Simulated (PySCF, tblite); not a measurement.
**C5H7FO2: geometry, infrared bands and NMR shifts**

Wanted: the infrared bands and NMR shifts of C5H7FO2 (`O=C1C[C@H](CCF)O1`), by calculation.

The runs use tblite 0.8.0 and PySCF 2.14.0, with density-fitted response routines of our own; the level of theory stands in each step. All values are computed, except where a source is named. Atoms count from 0, in the outputs and in this text.

### 1 The starting structure

15 atoms, charge 0, multiplicity 1; geometry from: force field or distance geometry start.

Bonds of the start (Å): O0–C1 1.22, C1–C2 1.52, C2–C3 1.53, C3–C4 1.53, C4–C5 1.52, C5–F6 1.36, C3–O7 1.47, O7–C1 1.35, C2–H8 1.09, C2–H9 1.09, C3–H10 1.09, C4–H11 1.09, C4–H12 1.09, C5–H13 1.09, C5–H14 1.09.

### 2 Optimising the geometry with GFN2-xTB

What the job is given:

```
{"job": {"kind": "relax", "xc": "GFN2-xTB", "basis": "xTB"}, "charge": 0, "multiplicity": 1}
O      3.493100     0.091500     0.497600
C      2.307400     0.030100     0.202200
C      1.121000     0.974300     0.123100
C      0.377900    -0.278800    -0.358600
C     -0.745600    -0.835200     0.525800
C     -2.005700    -0.007300     0.320600
F     -1.764200     1.263200     0.752900
O      1.602700    -1.062400    -0.155800
H      0.815700     1.391200     1.084000
H      1.219900     1.762400    -0.625100
H      0.113600    -0.268600    -1.417600
H     -0.455500    -0.822400     1.576100
H     -0.957500    -1.872100     0.253200
H     -2.827200    -0.413100     0.904800
H     -2.299900     0.055200    -0.726500
```

Launch:

```bash
> OMP_NUM_THREADS=1 python probes_run.py task.json out
```

One launch serves the whole session: the jobs run in the order shown.

**Question.** This job is followed by: GFN2-xTB harmonic vibrations, gas phase; GIAO PBE0/pcSseg-1 NMR shielding, non-relativistic, gas phase. Predict these results of the whole session: strongest single infrared mode (GFN2-xTB); zero-point energy (GFN2-xTB); ¹³C shifts against TMS (PBE0/pcSseg-1); ¹H shifts against TMS (PBE0/pcSseg-1); ¹⁷O shifts against H2O (PBE0/pcSseg-1); ¹⁹F shifts against CFCl3 (PBE0/pcSseg-1); surface potential, 1st and 99th percentile.

The runs gave:

| quantity | value |
| --- | --- |
| strongest single infrared mode (GFN2-xTB) | 1896 cm⁻¹, 733 km/mol |
| zero-point energy (GFN2-xTB) | 72.0 kcal/mol |
| ¹³C shifts against TMS (PBE0/pcSseg-1) | 171.3, 83.6, 71.2, 48.3, 40.2 ppm |
| ¹H shifts against TMS (PBE0/pcSseg-1) | 5.04, 4.71, 4.36, 3.48, 3.23, 2.12, 2.08 ppm |
| ¹⁷O shifts against H2O (PBE0/pcSseg-1) | 439.2, 311.5 ppm |
| ¹⁹F shifts against CFCl3 (PBE0/pcSseg-1) | -251.0 ppm |
| surface potential, 1st and 99th percentile | -1.74 V and 1.40 V |

What this shows: Relaxing lowered the energy by 0.102 eV in 39 steps; the close pair that moved most is O0–C1, from 1.223 to 1.186 Å. All 39 modes are real, so the xTB geometry is a minimum. The strongest single mode, at 1896 cm⁻¹, moves mainly C1 and O0. GFN2-xTB is a fitted tight-binding method: band positions and strengths are rough. Its intensities can rank the bands wrongly. C1 (ester carbonyl carbon) lies farthest downfield among carbon, at 171.3 ppm; it is a carbonyl in resonance with an O or N lone pair, the region of acids, esters and amides. At PBE0/pcSseg-1: The widest tensor belongs to O0: span 571 ppm, with a paramagnetic part of -499 ppm.
